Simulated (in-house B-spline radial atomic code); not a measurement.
**Mo³⁹⁺: one electron outside a closed core**

Aim: the levels of the one electron of Mo³⁹⁺ outside the core 1s2, from frozen-core Dirac-Hartree-Fock to screened Brueckner orbitals, then its lines and polarisabilities.

Method: frozen-core Dirac-Hartree-Fock, second-order and screened correlation potential (Brueckner orbitals), static RPA core polarisation, Breit and QED for the lowest s, p, d states, no-pair Dirac-Coulomb. Code: an in-house B-spline radial atomic code, version 1.

### 1 The system

```
element : molybdenum (Z = 42)
charge  : +39
core    : 1s2
nucleus : mass number 98, rms radius 4.409 fm
```

### 2 The run

Settings of the run, as the program recorded them:

```ini
basis_form = 2
Z = 42
core_configuration = 1s2
rms_radius = 4.4091
mass_number = 98
speed_of_light = 137.035999084
box_radius = 5.28
lmax = 6
intervals = 60
virtual_cutoff = 3528.0
```

Command:

```
> python run_mb.py task.json out
```

The program writes no log. Results of the run, from its result record (rounded, main fields):

```text
{
  "status": "converged",
  "warnings": ["a state reaches the box edge"],
  "core_hf_energy [hartree]": -1780.34753649,
  "lowest_core_excitation [hartree]": 659.493,
  "core_polarisability [au]": 2.70972e-06,
  "core_quadrupole_polarisability [au]": 5.06974e-09,
  "states": [
    {"name": "2s1/2", "dhf": -210.1359, "second_order": -0.005836784, "tail": -5.441e-06, "brueckner2": -210.1418, "screened": -210.1418, "overlap": 1.0, "breit": 0.093271, "qed": 0.094105, "r": 0.142295, "edge": 1.8e-16},
    {"name": "3s1/2", "dhf": -92.15309, "second_order": -0.00167401, "tail": -1.113e-06, "brueckner2": -92.15477, "screened": -92.15478, "overlap": 1.0, "breit": 0.026344, "qed": 0.028675, "r": 0.324918, "edge": 1.5e-14},
    {"name": "4s1/2", "dhf": -51.43308, "second_order": -0.0006605277, "tail": -4.063e-07, "brueckner2": -51.43374, "screened": -51.43374, "overlap": 1.0, "r": 0.582595, "edge": 1.9e-15},
    {"name": "5s1/2", "dhf": -32.75091, "second_order": -0.0003280299, "tail": -1.941e-07, "brueckner2": -32.75123, "screened": -32.75124, "overlap": 1.0, "r": 0.915286, "edge": 1.2e-13},
    {"name": "2p1/2", "dhf": -206.9579, "second_order": -0.0143986, "tail": -1.524e-05, "brueckner2": -206.9723, "screened": -206.9723, "overlap": 1.0, "breit": 0.18554, "qed": -0.0032464, "r": 0.119213, "edge": 7.3e-17},
    {"name": "3p1/2", "dhf": -91.27119, "second_order": -0.003555592, "tail": -2.144e-06, "brueckner2": -91.27475, "screened": -91.27476, "overlap": 1.0, "breit": 0.051228, "qed": -0.00030574, "r": 0.302923, "edge": 1e-14},
    {"name": "4p1/2", "dhf": -51.07047, "second_order": -0.001368983, "tail": -6.934e-07, "brueckner2": -51.07184, "screened": -51.07185, "overlap": 1.0, "r": 0.561636, "edge": 4e-19},
    {"name": "5p1/2", "dhf": -32.56776, "second_order": -0.000672886, "tail": -3.142e-07, "brueckner2": -32.56844, "screened": -32.56844, "overlap": 1.0, "r": 0.895356, "edge": 5.4e-14},
    {"name": "2p3/2", "dhf": -202.2355, "second_order": -0.01234631, "tail": -1.447e-05, "brueckner2": -202.2478, "screened": -202.2479, "overlap": 1.0, "breit": 0.076817, "qed": 0.0062439, "r": 0.123012, "edge": 1.2e-16},
    {"name": "3p3/2", "dhf": -89.87189, "second_order": -0.003048388, "tail": -2.227e-06, "brueckner2": -89.87494, "screened": -89.87495, "overlap": 1.0, "breit": 0.020889, "qed": 0.002432, "r": 0.308227, "edge": 8.4e-15},
    {"name": "4p3/2", "dhf": -50.48181, "second_order": -0.001174058, "tail": -7.426e-07, "brueckner2": -50.48298, "screened": -50.48299, "overlap": 1.0, "r": 0.568593, "edge": 9.6e-16},
    {"name": "5p3/2", "dhf": -32.26716, "second_order": -0.000577564, "tail": -3.412e-07, "brueckner2": -32.26774, "screened": -32.26774, "overlap": 1.0, "r": 0.904008, "edge": 7.6e-14},
    {"name": "3d3/2", "dhf": -89.54197, "second_order": -0.001372289, "tail": -4.115e-06, "brueckner2": -89.54334, "screened": -89.54336, "overlap": 1.0, "breit": 0.0020228, "qed": -0.00035168, "r": 0.259446, "edge": 3.2e-15},
    {"name": "4d3/2", "dhf": -50.34472, "second_order": -0.000605808, "tail": -1.993e-06, "brueckner2": -50.34532, "screened": -50.34533, "overlap": 1.0, "breit": 0.0011123, "qed": -0.00012691, "r": 0.520196, "edge": 1.7e-15},
    {"name": "5d3/2", "dhf": -32.19751, "second_order": -0.0003103125, "tail": -1.057e-06, "brueckner2": -32.19782, "screened": -32.19783, "overlap": 1.0, "r": 0.856007, "edge": 6e-15},
    {"name": "6d3/2", "dhf": -22.34457, "second_order": -0.0001795852, "tail": -6.205e-07, "brueckner2": -22.34475, "screened": -22.34475, "overlap": 1.0, "r": 1.26684, "edge": 2.7e-12},
    {"name": "3d5/2", "dhf": -89.11395, "second_order": -0.001297803, "tail": -3.713e-06, "brueckner2": -89.11525, "screened": -89.11527, "overlap": 1.0, "breit": 0.00064956, "qed": 0.00068155, "r": 0.261353, "edge": 3.1e-15},
    {"name": "4d5/2", "dhf": -50.16371, "second_order": -0.000571302, "tail": -1.808e-06, "brueckner2": -50.16428, "screened": -50.16428, "overlap": 1.0, "breit": 0.00035435, "qed": 0.00030958, "r": 0.522515, "edge": 1.3e-15},
    {"name": "5d5/2", "dhf": -32.10479, "second_order": -0.0002923955, "tail": -9.615e-07, "brueckner2": -32.10508, "screened": -32.10508, "overlap": 1.0, "r": 0.858806, "edge": 7.5e-15},
    {"name": "6d5/2", "dhf": -22.29091, "second_order": -0.0001691755, "tail": -5.655e-07, "brueckner2": -22.29108, "screened": -22.29108, "overlap": 1.0, "r": 1.27015, "edge": 3e-12},
    {"name": "4f5/2", "dhf": -50.1562, "second_order": -0.0001263084, "tail": -4.527e-07, "brueckner2": -50.15633, "screened": -50.15633, "overlap": 1.0, "r": 0.447629, "edge": 2.3e-15},
    {"name": "5f5/2", "dhf": -32.10056, "second_order": -7.210453e-05, "tail": -3.358e-07, "brueckner2": -32.10064, "screened": -32.10064, "overlap": 1.0, "r": 0.783952, "edge": 1.6e-15},
    {"name": "6f5/2", "dhf": -22.28835, "second_order": -4.351913e-05, "tail": -2.259e-07, "brueckner2": -22.2884, "screened": -22.2884, "overlap": 1.0, "r": 1.19532, "edge": 1.3e-12},
    {"name": "7f5/2", "dhf": -16.37174, "second_order": -2.806724e-05, "tail": -1.541e-07, "brueckner2": -16.37177, "screened": -16.37177, "overlap": 1.0, "r": 1.68172, "edge": 4.5e-08},
    {"name": "4f7/2", "dhf": -50.06684, "second_order": -0.000123376, "tail": -4.175e-07, "brueckner2": -50.06696, "screened": -50.06697, "overlap": 1.0, "r": 0.44893, "edge": 2.3e-15},
    {"name": "5f7/2", "dhf": -32.05476, "second_order": -7.024647e-05, "tail": -3.091e-07, "brueckner2": -32.05483, "screened": -32.05483, "overlap": 1.0, "r": 0.785437, "edge": 1.5e-15},
    {"name": "6f7/2", "dhf": -22.26184, "second_order": -4.235101e-05, "tail": -2.078e-07, "brueckner2": -22.26188, "screened": -22.26188, "overlap": 1.0, "r": 1.19703, "edge": 1.3e-12},
    {"name": "7f7/2", "dhf": -16.35504, "second_order": -2.729874e-05, "tail": -1.417e-07, "brueckner2": -16.35507, "screened": -16.35507, "overlap": 1.0, "r": 1.68367, "edge": 4.7e-08},
    {"name": "5g7/2", "dhf": -32.05468, "second_order": -1.751031e-05, "tail": -1.828e-07, "brueckner2": -32.0547, "screened": -32.0547, "overlap": 1.0, "r": 0.685442, "edge": 1.8e-15},
    {"name": "6g7/2", "dhf": -22.26178, "second_order": -1.128094e-05, "tail": -1.483e-07, "brueckner2": -22.26179, "screened": -22.26179, "overlap": 1.0, "r": 1.09704, "edge": 3.6e-13},
    {"name": "7g7/2", "dhf": -16.355, "second_order": -7.484109e-06, "tail": -1.092e-07, "brueckner2": -16.35501, "screened": -16.35501, "overlap": 1.0, "r": 1.58368, "edge": 1.8e-08},
    {"name": "5g9/2", "dhf": -32.02731, "second_order": -1.733354e-05, "tail": -1.782e-07, "brueckner2": -32.02733, "screened": -32.02733, "overlap": 1.0, "r": 0.686433, "edge": 1.7e-15},
    {"name": "6g9/2", "dhf": -22.24593, "second_order": -1.115265e-05, "tail": -1.441e-07, "brueckner2": -22.24594, "screened": -22.24594, "overlap": 1.0, "r": 1.09813, "edge": 3.7e-13},
    {"name": "7g9/2", "dhf": -16.34502, "second_order": -7.394305e-06, "tail": -1.06e-07, "brueckner2": -16.34502, "screened": -16.34502, "overlap": 1.0, "r": 1.58489, "edge": 1.8e-08}
  ]
}
```

Run time: 12 s. Hardware: 1 thread, shared host.

Fields of a state (hartree, bohr): dhf, the second-order shift, its tail beyond lmax, Brueckner energies at second order and screened, overlap with the DHF orbital, Breit and QED shifts, mean radii, and edge, the weight near the box wall.

2 further states of the record are not shown: above the first core excitation the self-energy has poles, and states at the box wall or far from their DHF orbital are unsound.

### 3 Removal energies by rung

Removal energies in eV; the shifts add to the DHF value.

```
state       DHF  Brueckner, 2nd order  screened  Breit + QED     final  quantum defect
2s1/2  5718.090                 0.159     0.160       -5.099  5713.152           0.048
2p1/2  5631.611                 0.392     0.394       -4.960  5627.044           0.033
2p3/2  5503.107                 0.336     0.338       -2.260  5501.185           0.011
3s1/2  2507.613                 0.046     0.046       -1.497  2506.162           0.053
3p1/2  2483.616                 0.097     0.097       -1.386  2482.327           0.039
3p3/2  2445.539                 0.083     0.083       -0.635  2444.988           0.016
3d3/2  2436.561                 0.037     0.038       -0.045  2436.554           0.011
3d5/2  2424.914                 0.035     0.036       -0.036  2424.914           0.004
4s1/2  1399.565                 0.018     0.018            -  1399.583           0.056
4p1/2  1389.698                 0.037     0.037            -  1389.736           0.042
4p3/2  1373.680                 0.032     0.032            -  1373.712           0.019
4d3/2  1369.950                 0.017     0.017       -0.027  1369.939           0.014
4d5/2  1365.024                 0.016     0.016       -0.018  1365.022           0.007
4f5/2  1364.820                 0.003     0.003            -  1364.823           0.006
4f7/2  1362.388                 0.003     0.003            -  1362.392           0.003
5s1/2   891.198                 0.009     0.009            -   891.207           0.058
5p1/2   886.214                 0.018     0.018            -   886.232           0.044
5p3/2   878.034                 0.016     0.016            -   878.050           0.021
5d3/2   876.139                 0.008     0.009            -   876.148           0.015
5d5/2   873.616                 0.008     0.008            -   873.624           0.008
5f5/2   873.501                 0.002     0.002            -   873.503           0.008
5f7/2   872.255                 0.002     0.002            -   872.256           0.004
5g7/2   872.252                 0.000     0.000            -   872.253           0.004
5g9/2   871.508                 0.000     0.000            -   871.508           0.002
6d3/2   608.027                 0.005     0.005            -   608.032           0.016
6d5/2   606.567                 0.005     0.005            -   606.571           0.009
6f5/2   606.497                 0.001     0.001            -   606.498           0.009
6f7/2   605.775                 0.001     0.001            -   605.777           0.005
6g7/2   605.774                 0.000     0.000            -   605.774           0.005
6g9/2   605.343                 0.000     0.000            -   605.343           0.003
7f5/2   445.498                 0.001     0.001            -   445.498           0.010
7f7/2   445.043                 0.001     0.001            -   445.044           0.006
7g7/2   445.042                 0.000     0.000            -   445.042           0.006
7g9/2   444.771                 0.000     0.000            -   444.771           0.004
```

Fine-structure intervals (cm⁻¹):

```
doublet      DHF  final (correlation, and Breit and QED where computed)
     2p  1036450                                                1015122
     3p   307111                                                 301164
     3d    93939                                                  93881
     4p   129197                                                 129240
     4d    39727                                                  39665
     4f    19613                                                  19614
     5p    65975                                                  65995
     5d    20350                                                  20354
     5f    10052                                                  10053
     5g     6007                                                   6007
     6d    11776                                                  11778
     6f     5819                                                   5820
     6g     3479                                                   3479
     7f     3665                                                   3665
     7g     2191                                                   2191
```

### 4 Transitions

From the result record:

```text
{
  "matrix_elements": [
    [1, "2p1/2", "2s1/2", 0.10136, 0.10122, 0.10121],
    [1, "2p1/2", "3s1/2", -0.020279, -0.020329, -0.020324],
    [1, "2p1/2", "4s1/2", -0.0081564, -0.0081857, -0.008184],
    [1, "2p1/2", "5s1/2", -0.0048462, -0.0048662, -0.0048653],
    [1, "3p1/2", "2s1/2", -0.058085, -0.058111, -0.058116],
    [1, "3p1/2", "3s1/2", 0.25181, 0.25177, 0.25176],
    [1, "3p1/2", "4s1/2", -0.052522, -0.052542, -0.052531],
    [1, "3p1/2", "5s1/2", -0.020572, -0.020586, -0.020582],
    [1, "4p1/2", "2s1/2", -0.024622, -0.024634, -0.024635],
    [1, "4p1/2", "3s1/2", -0.10399, -0.104, -0.10401],
    [1, "4p1/2", "4s1/2", 0.46311, 0.46309, 0.46308],
    [1, "4p1/2", "5s1/2", -0.098828, -0.098838, -0.098822],
    [1, "5p1/2", "2s1/2", -0.014908, -0.014916, -0.014916],
    [1, "5p1/2", "3s1/2", -0.043672, -0.043681, -0.043683],
    [1, "5p1/2", "4s1/2", -0.16217, -0.16218, -0.16219],
    [1, "5p1/2", "5s1/2", 0.73554, 0.73553, 0.73552],
    [1, "2p3/2", "2s1/2", -0.14658, -0.14639, -0.14638],
    [1, "2p3/2", "3s1/2", 0.032882, 0.032948, 0.032942],
    [1, "2p3/2", "4s1/2", 0.012912, 0.01295, 0.012948],
    [1, "2p3/2", "5s1/2", 0.0076158, 0.007642, 0.0076409],
    [1, "3p3/2", "2s1/2", 0.077382, 0.077418, 0.077424],
    [1, "3p3/2", "3s1/2", -0.36098, -0.36093, -0.36092],
    [1, "3p3/2", "4s1/2", 0.084171, 0.084198, 0.084186],
    [1, "3p3/2", "5s1/2", 0.032178, 0.032196, 0.032192],
    [1, "4p3/2", "2s1/2", 0.033789, 0.033806, 0.033807],
    [1, "4p3/2", "3s1/2", 0.1363, 0.13632, 0.13633],
    [1, "4p3/2", "4s1/2", -0.66126, -0.66124, -0.66122],
    [1, "4p3/2", "5s1/2", 0.15728, 0.15729, 0.15728],
    [1, "5p3/2", "2s1/2", 0.020668, 0.020678, 0.020678],
    [1, "5p3/2", "3s1/2", 0.058968, 0.058981, 0.058983],
    [1, "5p3/2", "4s1/2", 0.21085, 0.21086, 0.21087],
    [1, "5p3/2", "5s1/2", -1.0479, -1.0478, -1.0478],
    [1, "3d3/2", "2p1/2", 0.12935, 0.12926, 0.12925],
    [1, "3d3/2", "3p1/2", -0.28888, -0.28886, -0.28886],
    [1, "3d3/2", "4p1/2", 0.044773, 0.044779, 0.044786],
    [1, "3d3/2", "5p1/2", 0.016236, 0.01624, 0.016242],
    [1, "4d3/2", "2p1/2", 0.048143, 0.048089, 0.048087],
    [1, "4d3/2", "3p1/2", 0.20177, 0.20176, 0.20174],
    [1, "4d3/2", "4p1/2", -0.59703, -0.59702, -0.59701],
    [1, "4d3/2", "5p1/2", 0.10304, 0.10305, 0.10306],
    [1, "5d3/2", "2p1/2", 0.027744, 0.027706, 0.027705],
    [1, "5d3/2", "3p1/2", 0.082157, 0.082147, 0.082143],
    [1, "5d3/2", "4p1/2", 0.29092, 0.29091, 0.29089],
    [1, "5d3/2", "5p1/2", -0.98774, -0.98774, -0.98773],
    [1, "6d3/2", "2p1/2", 0.01892, 0.018891, 0.018891],
    "... 328 more rows left out ..."
  ]
}
```

Each row: multipole K, the two states, and the reduced element at DHF, with RPA, and with Brueckner orbitals and RPA (atomic units); rows between the states shown.

Electric-dipole lines from the final energies and elements:

```
upper  lower  wavelength (nm)  rate (1/s)  oscillator strength
2p1/2  2s1/2           14.399    3.48e+09               0.0108
2p3/2  2s1/2           5.8492    5.42e+10               0.0556
3p1/2  2s1/2          0.38375    6.05e+13                0.134
3p3/2  2s1/2          0.37937    5.56e+13                0.240
4p1/2  2s1/2          0.28677    2.61e+13               0.0321
4p3/2  2s1/2          0.28571    2.48e+13               0.0608
5p1/2  2s1/2          0.25686    1.33e+13               0.0132
5p3/2  2s1/2          0.25643    1.28e+13               0.0253
3s1/2  2p1/2          0.39727    6.67e+12               0.0158
3d3/2  2p1/2          0.38861    1.44e+14                0.653
4s1/2  2p1/2          0.29328    2.69e+12              0.00347
4d3/2  2p1/2          0.29124    4.74e+13                0.121
5s1/2  2p1/2          0.26180    1.34e+12              0.00137
5d3/2  2p1/2          0.26097    2.19e+13               0.0447
6d3/2  2p1/2          0.24703    1.20e+13               0.0219
3s1/2  2p3/2          0.41397    1.55e+13               0.0199
```

### 5 Hyperfine constants and polarisabilities

From the fields A (MHz per unit nuclear g-factor, uniformly magnetised nucleus), B (MHz per barn) and alpha0 of the same record:

```
state   A, DHF   A, RPA  A, Brueckner + RPA  B, final  α0 (bohr³)
2s1/2  2634260  2678740             2679020         -    0.002021
2p1/2   847220   858455              858618         -   -0.001015
2p3/2   144291   135483              135504    271960  -0.0003837
3s1/2   773020   784997              785058         -           -
3p1/2   252161   254703              254728         -           -
3p3/2    43084    41132               41135     81843           -
3d3/2    25027    25158               25160     15746    -0.01563
3d5/2    10469    10341               10342     21344    -0.02134
4s1/2   323474   328346              328368         -           -
4p1/2   106148   107126              107134         -           -
4p3/2    18190    17446               17447     34648           -
4d3/2    10603    10671               10672      6740           -
4d5/2     4438     4372                4372      9081           -
4f5/2     3160     3160                3161      3226     -0.5903
```

### 6 Outcome

| quantity | value |
| --- | --- |
| lowest one-electron state over this core | 2s1/2 |
| its removal energy | 5713.2 eV (DHF 5718.1 eV) |
| next one-electron state | 2p1/2 at 86.11 eV |
| strongest of the lines computed from the lowest state (states outside the list are missing) | 3p3/2, 0.3794 nm, f = 0.240 |
| polarisability of the lowest state | 0.002021 bohr³ |
| core polarisability | 2.710e-06 bohr³ |
| tabulated theoretical ionisation energy | 5713.2 eV (NIST Atomic Spectra Database, ionization energies) |

**Reading.** Correlation with the core adds 0.0028 % to the binding of 2s1/2, and the screened shift differs from the second-order Brueckner one by +0.94 %. The quantum defects of the lowest states are s 0.05, p 0.03, d 0.01, f 0.01, g 0.00; at this charge relativity makes much of them, since the formula is non-relativistic. The tabulated theoretical ionisation energy, 5713.2 eV, is missed by -0.00074 % at the final rung.
